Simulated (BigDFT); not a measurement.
## F2BH in BigDFT: the effect of solvent epsilon

F2BH, in a box:

```xyz
4
Lattice="12.0000 0.0000 0.0000 0.0000 11.0000 0.0000 0.0000 0.0000 11.0000" Properties=species:S:1:pos:R:3 pbc="T T T"
F     7.1378    6.1909    5.0037
B     5.9816    5.7029    5.3908
F     4.8881    6.2627    4.9267
H     5.9266    4.7793    6.1412
```

Alike in all runs:

| Quantity | Value |
| --- | --- |
| Program | BigDFT 1.9.6 |
| Task | single point |
| Functional | PBE |
| Potentials or basis | GTH-PBE (B q3, F q7, H q1) |
| Grid spacing | 0.27 bohr |
| Occupations | fixed |
| Spin | no spin polarisation |

```csv
solvent epsilon,largest force (eV/Å)
1,?
78.36,0.91
2.27,0.74
8.93,0.81
24.9,0.87
```

Question: What does the run with solvent epsilon 1 give?

Answer: Largest force 0.70 eV/Å.

Worked out: A parabola through the other rows of the largest force, of slope 0.00719 eV/Å per unit of solvent epsilon there, extrapolates to 0.74 eV/Å, against the run's 0.70.

Caveats: boundaries are free: the box only frames the coordinates; the noise in the forces, which the program reports and removes, is over 0.05 eV/Å, so forces are rough; the molecule sits in an implicit solvent (some runs).
